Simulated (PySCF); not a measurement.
# C3H2Br2Cl2: magnetic properties

Wanted: magnetic properties for C3H2Br2Cl2 (`ClC(Cl)/C(Br)=C/Br`).

Computed with PySCF 2.14.0 and routines of our own; the level stands in each step. Atoms count from 0.

### 1 The starting structure

9 atoms, charge 0, multiplicity 1; geometry from: GFN2-xTB.

### 2 Magnetic properties: GIAO PBE0/pcSseg-1

Job settings and geometry (Å):

```
{"job": {"kind": "mag", "xc": "PBE0", "basis": "pcSseg-1", "isotopologues": 2}, "charge": 0, "multiplicity": 1}
Cl    -1.407218    -0.557626     1.710401
C     -1.184324     0.066478     0.063286
Cl    -1.783365    -1.147627    -1.119553
C      0.246700     0.362343    -0.229088
Br     0.506567     1.781156    -1.451938
C      1.271264    -0.330834     0.259706
Br     3.052464     0.025870    -0.165477
H     -1.814547     0.951522    -0.045238
H      1.126020    -1.145288     0.952722
```

Method: GIAO PBE0/pcSseg-1 magnetisability, rotational g tensor and spin-rotation constants, non-relativistic, gas phase.

Launch:

```bash
> OMP_NUM_THREADS=1 python excited_run.py task.json out
```

The driver reads the jobs from task.json and runs them one after another.

Standard output:

```text
coarse grid: 47784 points
cycle   1  E = -6182.4949235663  dE = -1.435e+00  |g| = 1.047e+00  |ddm| = 3.393e+00
cycle   2  E = -6182.4234907937  dE =  7.143e-02  |g| = 8.603e-01  |ddm| = 1.288e+00
cycle   3  E = -6182.5157613259  dE = -9.227e-02  |g| = 4.169e-01  |ddm| = 1.215e+00
cycle   4  E = -6182.5581368268  dE = -4.238e-02  |g| = 1.051e-01  |ddm| = 4.947e-01
cycle   5  E = -6182.5600580439  dE = -1.921e-03  |g| = 2.957e-02  |ddm| = 1.042e-01
cycle   6  E = -6182.5602596481  dE = -2.016e-04  |g| = 6.406e-03  |ddm| = 2.701e-02
cycle   7  E = -6182.5602658726  dE = -6.224e-06  |g| = 2.722e-03  |ddm| = 8.987e-03
final grid: 94008 points
cycle   8  E = -6182.5602316301  dE =  3.943e-06  |g| = 4.747e-03  |ddm| = 9.148e-03
cycle   9  E = -6182.5602194086  dE =  1.222e-05  |g| = 8.304e-03  |ddm| = 1.518e-02
cycle  10  E = -6182.5602376782  dE = -1.827e-05  |g| = 3.185e-04  |ddm| = 9.505e-03
cycle  11  E = -6182.5602377026  dE = -2.440e-08  |g| = 5.166e-05  |ddm| = 3.098e-04
cycle  12  E = -6182.5602377032  dE = -5.721e-10  |g| = 1.737e-05  |ddm| = 6.462e-05
converged SCF energy = -6182.5602377032

Magnetisability tensor (1e-30 J/T^2)
    -1835.29      -63.87        0.88
      -63.87    -1882.54      -84.20
        0.88      -84.20    -1982.76
isotropic -1900.20   principal values   -2035.76  -1887.70  -1777.12
isotropic susceptibility -114.432 1e-6 cm^3/mol

Inertial axes            a          b          c
rot. const./GHz      0.9507     0.5004     0.3850
chi total          -112.124   -110.193   -120.980
chi diamagnetic   -1190.143  -2166.357  -2742.033
chi paramagnetic   1078.019   2056.164   2621.053
quadrupole/D A       -1.458      4.018     -2.560
g nuclear            0.4693     0.4758     0.4708
g electronic        -0.4815    -0.4834    -0.4741
g total             -0.0121    -0.0076    -0.0032

Spin-rotation constants (kHz, H = +C I.J)
atom  isotope        aa         bb         cc
  0   35Cl        0.339      0.113      0.119
  2   35Cl        0.365      0.230      0.061
  4   79Br        2.181      0.494      0.899
  6   79Br        0.771      1.264      0.738
  7     1H       -0.056     -0.008     -0.021
  8     1H       -0.071      0.038     -0.040
  1    13C*       0.239      0.115      0.091
  3    13C*       0.388      0.201      0.087
  5    13C*       0.429      0.184      0.067
* in the singly substituted isotopologue

Isotopologues: g along a, b, c
2H    at 7,8               -0.0120    -0.0076    -0.0032
37Cl  at 0                 -0.0120    -0.0075    -0.0032
```

Run time: 72 s. Hardware: 1 thread of Arm Neoverse N1, shared host; peak memory 0.98 GiB.

In short:

| quantity | value |
| --- | --- |
| magnetisability | -1900·10⁻³⁰ J/T² |
| molar susceptibility | -114.4·10⁻⁶ cm³/mol |
| rotational g (a, b, c) | -0.0121, -0.0076, -0.0032 |

### 3 Magnetic properties: GIAO OPBE/pcSseg-0

The job, as its differences from that of step 2:

```diff
@@ -1,2 +1,2 @@
-{"job": {"kind": "mag", "xc": "PBE0", "basis": "pcSseg-1", "isotopologues": 2}, "charge": 0, "multiplicity": 1}
+{"job": {"kind": "mag", "xc": "OPBE", "basis": "pcSseg-0", "scf": {"guess": "huckel", "damp": 0.2}}, "charge": 0, "multiplicity": 1}
 Cl    -1.407218    -0.557626     1.710401
```

Level: GIAO OPBE/pcSseg-0 magnetisability, rotational g tensor and spin-rotation constants, non-relativistic, gas phase.

Standard output:

```text
damping 0.20 in the first 6 cycles
final grid: 94008 points
cycle   1  E = -6161.6280004192  dE =  1.452e+01  |g| = 7.540e+00  |ddm| = 2.592e+01
cycle   2  E = -6148.0124159201  dE =  1.362e+01  |g| = 5.559e+00  |ddm| = 3.866e+01
cycle   3  E = -6055.4898653200  dE =  9.252e+01  |g| = 1.531e+01  |ddm| = 4.676e+01
cycle   4  E = -6095.1088661894  dE = -3.962e+01  |g| = 1.332e+01  |ddm| = 1.097e+02
cycle   5  E = -5767.2084841815  dE =  3.279e+02  |g| = 2.141e+01  |ddm| = 2.233e+02
cycle   6  E = -5490.9580457040  dE =  2.763e+02  |g| = 1.103e+01  |ddm| = 2.587e+02
cycle   7  E = -5276.1333347081  dE =  2.148e+02  |g| = 2.018e+01  |ddm| = 4.118e+02
cycle   8  E = -5851.9626498063  dE = -5.758e+02  |g| = 1.735e+01  |ddm| = 2.586e+02
cycle   9  E = -6073.9170496542  dE = -2.220e+02  |g| = 6.164e+00  |ddm| = 1.829e+02
cycle  10  E = -6096.9462876160  dE = -2.303e+01  |g| = 7.729e+00  |ddm| = 1.093e+02
cycle  11  E = -6175.8555494177  dE = -7.891e+01  |g| = 3.057e+00  |ddm| = 4.665e+01
cycle  12  E = -6167.6222935091  dE =  8.233e+00  |g| = 5.179e+00  |ddm| = 1.380e+01
cycle  13  E = -6177.2107619061  dE = -9.588e+00  |g| = 2.289e+00  |ddm| = 1.082e+01
cycle  14  E = -6178.2438773137  dE = -1.033e+00  |g| = 1.214e+00  |ddm| = 4.013e+00
cycle  15  E = -6172.2726530684  dE =  5.971e+00  |g| = 3.275e+00  |ddm| = 9.666e+00
cycle  16  E = -6172.1745188202  dE =  9.813e-02  |g| = 3.247e+00  |ddm| = 5.148e-01
cycle  17  E = -6178.4367627614  dE = -6.262e+00  |g| = 5.827e-01  |ddm| = 9.771e+00
cycle  18  E = -6178.4563327007  dE = -1.957e-02  |g| = 5.068e-01  |ddm| = 1.587e+00
cycle  19  E = -6178.5342222563  dE = -7.789e-02  |g| = 1.534e-01  |ddm| = 8.768e-01
cycle  20  E = -6178.5402269148  dE = -6.005e-03  |g| = 4.546e-02  |ddm| = 3.048e-01
cycle  21  E = -6178.5406820974  dE = -4.552e-04  |g| = 2.131e-02  |ddm| = 1.149e-01
cycle  22  E = -6178.5408063372  dE = -1.242e-04  |g| = 7.614e-03  |ddm| = 4.640e-02
cycle  23  E = -6178.5408233685  dE = -1.703e-05  |g| = 1.112e-03  |ddm| = 1.439e-02
cycle  24  E = -6178.5408237996  dE = -4.311e-07  |g| = 3.209e-04  |ddm| = 3.128e-03
cycle  25  E = -6178.5408238235  dE = -2.394e-08  |g| = 1.519e-04  |ddm| = 7.909e-04
cycle  26  E = -6178.5408238296  dE = -6.105e-09  |g| = 3.108e-05  |ddm| = 2.604e-04
cycle  27  E = -6178.5408238299  dE = -2.619e-10  |g| = 6.404e-06  |ddm| = 5.501e-05
converged SCF energy = -6178.5408238299

Magnetisability tensor (1e-30 J/T^2)
    -1833.98      -75.62        1.97
      -75.62    -1885.99      -77.67
        1.97      -77.67    -1984.84
isotropic -1901.60   principal values   -2034.28  -1901.78  -1768.75
isotropic susceptibility -114.517 1e-6 cm^3/mol

Inertial axes            a          b          c
rot. const./GHz      0.9507     0.5004     0.3850
chi total          -112.389   -110.472   -120.691
chi diamagnetic   -1190.538  -2167.265  -2742.950
chi paramagnetic   1078.149   2056.793   2622.259
quadrupole/D A       -2.044      4.303     -2.259
g nuclear            0.4693     0.4758     0.4708
g electronic        -0.4815    -0.4835    -0.4743
g total             -0.0122    -0.0077    -0.0034

Spin-rotation constants (kHz, H = +C I.J)
atom  isotope        aa         bb         cc
  0   35Cl        0.310      0.117      0.115
  2   35Cl        0.337      0.219      0.070
  4   79Br        2.177      0.546      0.898
  6   79Br        0.963      1.255      0.704
  7     1H       -0.069     -0.012     -0.026
  8     1H       -0.081      0.031     -0.046
  1    13C*       0.232      0.113      0.087
  3    13C*       0.362      0.181      0.079
  5    13C*       0.403      0.179      0.062
* in the singly substituted isotopologue
```

Run time: 47 s. Hardware: 1 thread of Arm Neoverse N1, shared host; peak memory 0.69 GiB.

From this job:

```
              quantity                      value
       magnetisability           -1902·10⁻³⁰ J/T²
  molar susceptibility        -114.5·10⁻⁶ cm³/mol
rotational g (a, b, c)  -0.0122, -0.0077, -0.0034
```

### 4 The levels compared

```
             level  ξ (10⁻³⁰ J/T²)     g(a)     g(b)  gap (eV)  functions  time
GIAO PBE0/pcSseg-1           -1900  -0.0121  -0.0076      5.96        191  72 s
GIAO OPBE/pcSseg-0           -1902  -0.0122  -0.0077      4.06        107  47 s
```

### 5 Summary of results

| quantity | value |
| --- | --- |
| magnetisability (step 2, GIAO PBE0/pcSseg-1) | -1900·10⁻³⁰ J/T² |
| molar susceptibility (step 2, GIAO PBE0/pcSseg-1) | -114.4·10⁻⁶ cm³/mol |
| rotational g (a, b, c) (step 2, GIAO PBE0/pcSseg-1) | -0.0121, -0.0076, -0.0032 |
| magnetisability over the levels | -1902 to -1900·10⁻³⁰ J/T² |

**Reading.** Steps that list no spin-orbit terms leave them out, which matters at and beside the heavy atoms. The magnetisability spreads by 0.1 % over 2 levels, from GIAO OPBE/pcSseg-0 (47 s) to GIAO PBE0/pcSseg-1 (72 s); the runs took 47 s to 72 s. Two levels can agree by chance, so this spread shows no convergence. Vibrational averaging and real surroundings are missing from these values.
